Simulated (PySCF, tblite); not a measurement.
# C3H5FO3S: dynamics, then NMR shifts on frames, part 1 of 2

Aim: move C3H5FO3S (`O=S(=O)(O)[C@@H]1C[C@H]1F`) away from its starting geometry and see how NMR shifts follow the geometry.

The runs use tblite 0.8.0 and PySCF 2.14.0, with density-fitted response routines of our own; the level of theory stands in each step. All values are computed, except where a source is named. Atoms are numbered from 0 throughout.

## (1) Starting geometry

13 atoms, charge 0, multiplicity 1; geometry from: GFN2-xTB.

Bonds of the start (Å): O0–S1 1.43, S1–O2 1.42, S1–O3 1.62, S1–C4 1.78, C4–C5 1.50, C5–C6 1.49, C6–F7 1.36, C6–C4 1.49, O3–H8 0.96, C4–H9 1.08, C5–H10 1.08, C5–H11 1.08, C6–H12 1.08.

## (2) Thermal motion with GFN2-xTB

Job settings and geometry (Å):

```
{"job": {"kind": "md", "xc": "GFN2-xTB", "basis": "xTB", "temperature": 300, "steps": 2000, "every": 50, "frames": 5}, "charge": 0, "multiplicity": 1}
O      2.227108     0.595726    -0.987622
S      1.350192    -0.423204    -0.502036
O      1.535663    -1.760237    -0.950428
O      1.446318    -0.379956     1.113409
C     -0.354733     0.045681    -0.732077
C     -0.958736     1.004780     0.244937
C     -1.303765    -0.445580     0.303843
F     -2.543727    -0.826270    -0.098040
H      2.229126     0.117518     1.357424
H     -0.642857     0.058685    -1.769780
H     -1.711709     1.685746    -0.123921
H     -0.329399     1.407070     1.022219
H     -0.947869    -1.079473     1.104343
```

Level: GFN2-xTB Langevin dynamics, gas phase.

Launch:

```bash
> OMP_NUM_THREADS=1 python probes_run.py task.json out
```

One launch serves the whole session: the jobs run in the order shown.

Log:

```text
t/fs     T/K      E/eV
    0.0   250.0   -792.39565
   25.0   134.3   -792.14142
   50.0   227.0   -792.16409
   75.0   209.7   -792.12339
  100.0   269.7   -792.05797
  125.0   326.4   -791.85442
  150.0   265.1   -791.89591
  175.0   373.5   -792.04339
  200.0   308.5   -791.89172
  225.0   330.8   -791.92027
  250.0   327.6   -791.91397
  275.0   381.4   -791.81261
  300.0   276.3   -791.89988
  325.0   299.9   -792.12549
  350.0   223.7   -791.96197
  375.0   327.7   -792.22974
  400.0   209.0   -792.07235
  425.0   299.7   -792.11022
  450.0   251.6   -792.05803
  475.0   388.2   -792.10924
  500.0   194.2   -792.00325
  525.0   265.0   -791.99925
  550.0   158.4   -792.09805
  575.0   157.4   -792.14988
  600.0   153.2   -792.15764
  625.0   210.5   -792.10892
  650.0   130.7   -792.09208
  675.0   192.8   -792.10169
  700.0   227.6   -792.10161
  725.0   204.0   -792.12076
  750.0   304.8   -792.13386
  775.0   256.2   -792.01442
  800.0   284.6   -792.07828
  825.0   339.3   -792.13004
  850.0   353.3   -792.11723
  875.0   263.0   -792.00600
  900.0   380.7   -792.28657
  925.0   306.3   -792.07799
  950.0   203.7   -792.05402
  975.0   206.1   -791.96007
 1000.0   360.0   -792.06355
```

It took 17 s on 1 thread, shared host.

Distance from the start (root mean square after alignment): 0 fs 0.00 Å, 200 fs 0.13 Å, 400 fs 0.29 Å, 600 fs 0.60 Å, 800 fs 1.02 Å, 1000 fs 1.21 Å.

Positions (Å) and forces (eV/Å) at 1000 fs:

```xyz
13

O     0.843    0.474    0.011   -0.445   -1.242    0.033
S     0.504   -0.933    0.076   -1.194    0.658    1.280
O     1.398   -1.908   -0.415    0.786   -0.328   -0.902
O     0.218   -1.409    1.617    0.094    0.610    0.155
C    -1.216   -1.352   -0.369    2.029    0.415   -0.828
C    -1.867   -0.428   -1.362    0.092    0.903    0.456
C    -2.259   -0.438    0.102    0.384   -0.011   -0.457
F    -3.393   -0.951    0.568   -1.211   -0.610   -0.043
H     0.934   -1.318    2.252    0.039    0.018   -0.167
H    -1.183   -2.431   -0.407   -0.577    0.202   -0.066
H    -2.498   -0.885   -2.122    0.058    0.331    0.276
H    -1.339    0.536   -1.648   -0.515   -1.574    0.181
H    -2.002    0.365    0.757    0.462    0.627    0.082
```

## (3) NMR shieldings: 250 fs, PBE0/pcSseg-1

Job settings and geometry (Å):

```
{"job": {"kind": "nmr", "xc": "PBE0", "basis": "pcSseg-1", "pop": false}, "charge": 0, "multiplicity": 1}
O      1.899900     0.682900    -0.729300
S      1.146500    -0.434600    -0.295000
O      1.542300    -1.725300    -0.699300
O      1.277700    -0.361400     1.306300
C     -0.621000    -0.230700    -0.668800
C     -1.431100     0.707100     0.200600
C     -1.696400    -0.856300     0.141900
F     -2.859700    -1.139600    -0.404600
H      1.759400     0.473000     1.494200
H     -0.774600    -0.163800    -1.771600
H     -2.227000     1.252200    -0.297700
H     -1.026300     1.157700     1.003400
H     -1.448900    -1.506400     1.029800
```

Level: GIAO PBE0/pcSseg-1 NMR shielding, non-relativistic, gas phase.

Log:

```text
coarse grid: 12328 points
cycle   1  E = -839.8667949884  dE =  2.210e+00  |g| = 1.287e+00  |ddm| = 3.573e+00
cycle   2  E = -839.2799406941  dE =  5.869e-01  |g| = 2.229e+00  |ddm| = 2.629e+00
cycle   3  E = -840.1446245732  dE = -8.647e-01  |g| = 2.445e-01  |ddm| = 1.886e+00
cycle   4  E = -840.1551570381  dE = -1.053e-02  |g| = 9.616e-02  |ddm| = 2.448e-01
cycle   5  E = -840.1566530304  dE = -1.496e-03  |g| = 2.815e-02  |ddm| = 7.230e-02
cycle   6  E = -840.1568086745  dE = -1.556e-04  |g| = 7.070e-03  |ddm| = 2.745e-02
cycle   7  E = -840.1568181466  dE = -9.472e-06  |g| = 2.102e-03  |ddm| = 6.185e-03
final grid: 117464 points
cycle   8  E = -840.2429638762  dE = -3.005e-05  |g| = 1.167e-02  |ddm| = 2.705e-02
cycle   9  E = -840.2429309563  dE =  3.292e-05  |g| = 1.750e-02  |ddm| = 2.369e-02
cycle  10  E = -840.2429898683  dE = -5.891e-05  |g| = 2.039e-03  |ddm| = 1.455e-02
cycle  11  E = -840.2429906182  dE = -7.499e-07  |g| = 3.960e-04  |ddm| = 1.858e-03
cycle  12  E = -840.2429906420  dE = -2.381e-08  |g| = 1.813e-04  |ddm| = 3.900e-04
cycle  13  E = -840.2429906478  dE = -5.758e-09  |g| = 4.071e-05  |ddm| = 1.573e-04
cycle  14  E = -840.2429906480  dE = -2.674e-10  |g| = 1.588e-05  |ddm| = 3.555e-05
converged SCF energy = -840.2429906480

GIAO shielding tensors (ppm)
atom      isotropic    diamagn.    paramagn.     s11        s22        s33       span
  0 O      100.508     400.699    -300.190     59.338    109.313    132.874     73.536
  1 S      197.967    1049.943    -851.976     46.644    168.102    379.156    332.512
  2 O       93.981     397.226    -303.245     42.723    101.367    137.853     95.130
  3 O      120.245     395.381    -275.136     24.527     61.982    274.227    249.700
  4 C      132.004     257.334    -125.331     91.118    117.276    187.616     96.498
  5 C      175.131     251.681     -76.550    138.595    164.215    222.581     83.986
  6 C      116.767     250.673    -133.906     67.348     87.910    195.042    127.694
  7 F      404.439     467.044     -62.604    375.983    390.105    447.230     71.246
  8 H       26.577      30.822      -4.244     21.762     22.491     35.480     13.718
  9 H       27.506      29.717      -2.210     23.123     26.686     32.710      9.587
 10 H       30.964      30.124       0.840     25.183     27.453     40.256     15.073
 11 H       32.508      34.038      -1.530     27.084     30.297     40.144     13.060
 12 H       25.951      29.193      -3.242     20.845     26.459     30.549      9.704
```

Wall time 39 s (1 thread, shared host).

Shifts follow as δ = σ(reference) − σ, with reference shieldings (ppm) from runs at the same level and on the same kind of geometry: 1H TMS 31.72, 13C TMS 186.9, 19F CFCl3 170.9, 17O H2O 336.1, 33S CS2 504. The references are single molecules in the gas phase, so shifts against H2O, NH3, PH3, H3PO4 or CFCl3 are not on the usual liquid scales and can be off by tens of ppm. Each atom is listed at this fixed geometry, with no averaging over motion; a spectrum would average atoms that exchange fast.

```csv
atoms,environment,σ (ppm),δ (ppm)
C6,three-membered-ring carbon bearing a halogen,116.8,70.2
C4,three-membered-ring carbon,132.0,54.9
C5,three-membered-ring carbon,175.1,11.8
H12,hydrogen on a three-membered-ring carbon bearing a halogen,25.95,5.77
H8,hydrogen on an oxygen bonded to S,26.58,5.14
H9,hydrogen on a three-membered-ring carbon,27.51,4.21
H10,hydrogen on a three-membered-ring carbon,30.96,0.75
H11,hydrogen on a three-membered-ring carbon,32.51,-0.79
O2,S=O oxygen,94.0,242.1
O0,S=O oxygen,100.5,235.6
O3,"oxygen bonded to S, H",120.2,215.8
S1,sulfonyl sulfur,198,306
F7,fluorine on an sp3 carbon,404.4,-233.5
```

Ring of atoms C4, C5, C6: NICS(0) -35.5, NICS(1) -8.3, NICS(1)zz -19.4 ppm (means of both faces; NICS(1) differs between them: -9.5 and -7.1).

The two faces differ (NICS(1)zz -22.6 and -16.1 ppm).

In rings of three or four atoms NICS is ruled by the nearby σ bonds, so it says little on aromaticity.

The fields below are evaluated on a grid from the run's orbitals.

Frontier orbitals at PBE0/pcSseg-1, with the share of their density that lies nearest to each atom:

| orbital | energy (eV) | lies on |
| --- | --- | --- |
| HOMO | -8.52 | C5, C6 about 24 % each; F7 15 %; C4 8 % |
| LUMO | 0.25 | H8 33 %; O3 15 %; S1 13 % |

ELF in a plane through or near 4 of the atoms.

Ten even steps from ' ' (0.00) to '@' (1.00):
```
                                                        
                                                        
                                                        
                              ..                        
                        ..**@@@@%%::                    
                ..      ::%%@@@@@@++....                
              ....      ..##@@@@@@**====::..            
                ..        --%%%%----####==..            
                  ......  ..++++--::**++..              
            ....--======--==**##++++++..                
            ..----**##--@@%%....**==::::++**==::        
            ..----++++--%%%%--==%%==::++%%%%++--        
            ..--****++======**##**::..++%%%%++::        
          ::++**######==    ----::    ==**++::..        
          ::**##%%%%%%++..    ..      ..::::            
          ..==**##%%##++..                              
              ..::----..                                
                                                        
                                                        
                                                        
```
The map spans 10.3 Å across and 8.8 Å up, centred on the molecule. Atoms in the plane (x, y in Å): S1 (-1.5, -0.5), C4 (0.3, -0.5), C5 (1.1, 0.9), H11 (0.6, 1.7).

log10 of the density (e/Å³) in the same plane.

Values, 10 rows by 14 columns:
```
-4.0 -4.0 -4.0 -4.0 -4.0 -4.0 -4.0 -4.0 -4.0 -4.0 -4.0 -4.0 -4.0 -4.0
-4.0 -4.0 -4.0 -4.0 -4.0 -4.0 -3.8 -3.3 -3.2 -3.4 -4.0 -4.0 -4.0 -4.0
-4.0 -4.0 -4.0 -3.2 -2.9 -3.0 -2.2 -1.3 -1.2 -1.8 -2.6 -3.4 -4.0 -4.0
-4.0 -4.0 -3.0 -1.7 -1.3 -1.6 -1.4 -0.2  0.1 -0.5 -1.5 -2.6 -3.9 -4.0
-4.0 -4.0 -2.2 -1.2 -0.7 -0.7 -1.1 -0.3  1.4  0.0 -1.2 -2.2 -3.5 -4.0
-4.0 -3.8 -2.0 -0.9  0.0  1.7  0.1  0.3  0.1 -0.4 -0.3 -0.9 -2.3 -4.0
-4.0 -4.0 -2.2 -1.0  0.1  0.2 -0.4 -0.2 -0.4 -0.7  0.1 -0.8 -2.1 -4.0
-4.0 -4.0 -2.2 -0.9  0.3  0.2 -1.2 -1.6 -1.7 -1.8 -1.4 -1.9 -3.2 -4.0
-4.0 -4.0 -3.3 -2.0 -1.4 -1.4 -2.3 -3.2 -3.3 -3.7 -4.0 -4.0 -4.0 -4.0
-4.0 -4.0 -4.0 -4.0 -3.5 -3.5 -4.0 -4.0 -4.0 -4.0 -4.0 -4.0 -4.0 -4.0
```
The map spans 10.3 Å across and 8.8 Å up, centred on the molecule. Atoms in the plane (x, y in Å): S1 (-1.5, -0.5), C4 (0.3, -0.5), C5 (1.1, 0.9), H11 (0.6, 1.7).

On the surface of density 0.002 e/bohr³ the electrostatic potential runs, from the 1st to the 99th percentile, from -1.46 V near O2 to 2.90 V near H8.

## (4) Nuclear shieldings: 425 fs, PBE0/pcSseg-1

Job settings and geometry (Å):

```
{"job": {"kind": "nmr", "xc": "PBE0", "basis": "pcSseg-1", "pop": false}, "charge": 0, "multiplicity": 1}
O      1.644200     0.595400    -0.373900
S      0.916400    -0.541800    -0.020600
O      1.294700    -1.793400    -0.524400
O      0.651800    -0.665200     1.600900
C     -0.862300    -0.199300    -0.448400
C     -1.865300     0.289200     0.555300
C     -1.898000    -1.112100     0.105000
F     -2.919000    -1.610600    -0.640900
H      1.231000    -1.291000     2.036900
H     -0.979700     0.203500    -1.435700
H     -2.651000     0.922700     0.179600
H     -1.539900     0.556900     1.591500
H     -1.508200    -1.917900     0.766900
```

With the program's defaults for keys left out, this is: GIAO PBE0/pcSseg-1 NMR shielding, non-relativistic, gas phase.

Log:

```text
coarse grid: 12328 points
cycle   1  E = -839.8909182550  dE =  2.190e+00  |g| = 1.257e+00  |ddm| = 3.574e+00
cycle   2  E = -839.4258066382  dE =  4.651e-01  |g| = 2.067e+00  |ddm| = 2.387e+00
cycle   3  E = -840.1522801561  dE = -7.265e-01  |g| = 2.398e-01  |ddm| = 1.662e+00
cycle   4  E = -840.1623521686  dE = -1.007e-02  |g| = 8.780e-02  |ddm| = 2.338e-01
cycle   5  E = -840.1635974655  dE = -1.245e-03  |g| = 2.443e-02  |ddm| = 6.452e-02
cycle   6  E = -840.1637188492  dE = -1.214e-04  |g| = 5.672e-03  |ddm| = 2.327e-02
cycle   7  E = -840.1637253941  dE = -6.545e-06  |g| = 1.605e-03  |ddm| = 5.417e-03
final grid: 117464 points
cycle   8  E = -840.2500882634  dE = -2.784e-05  |g| = 1.212e-02  |ddm| = 2.706e-02
cycle   9  E = -840.2500525068  dE =  3.576e-05  |g| = 1.818e-02  |ddm| = 2.394e-02
cycle  10  E = -840.2501168857  dE = -6.438e-05  |g| = 1.856e-03  |ddm| = 1.452e-02
cycle  11  E = -840.2501174805  dE = -5.949e-07  |g| = 4.254e-04  |ddm| = 1.713e-03
cycle  12  E = -840.2501175080  dE = -2.749e-08  |g| = 1.741e-04  |ddm| = 3.894e-04
cycle  13  E = -840.2501175133  dE = -5.299e-09  |g| = 3.704e-05  |ddm| = 1.467e-04
cycle  14  E = -840.2501175135  dE = -2.287e-10  |g| = 1.369e-05  |ddm| = 3.392e-05
converged SCF energy = -840.2501175135

GIAO shielding tensors (ppm)
atom      isotropic    diamagn.    paramagn.     s11        s22        s33       span
  0 O       95.401     400.166    -304.765     63.172    102.971    120.059     56.887
  1 S      210.617    1051.030    -840.413     54.791    132.908    444.152    389.360
  2 O      104.475     397.990    -293.515     74.362    100.952    138.111     63.749
  3 O      137.145     395.764    -258.618     28.758     97.543    285.135    256.376
  4 C      137.281     254.512    -117.231     87.141    112.666    212.035    124.894
  5 C      167.279     252.482     -85.203    142.970    161.347    197.521     54.550
  6 C      111.173     252.192    -141.018     56.072     85.275    192.173    136.101
  7 F      406.498     466.844     -60.346    370.388    393.636    455.469     85.080
  8 H       27.316      30.394      -3.078     21.553     23.198     37.196     15.643
  9 H       28.879      31.512      -2.633     23.967     28.028     34.643     10.677
 10 H       30.206      29.589       0.617     25.352     26.541     38.726     13.374
 11 H       28.817      29.190      -0.373     23.269     27.490     35.691     12.422
 12 H       26.297      30.195      -3.898     20.954     27.180     30.756      9.803
```

Run time: 31 s. Hardware: 1 thread, shared host.

Key values: δ C6 75.8, C4 49.6, C5 19.6, O0 240.7, H12 5.42, H8 4.40 ppm.

(Continued in part 2 of 2.)
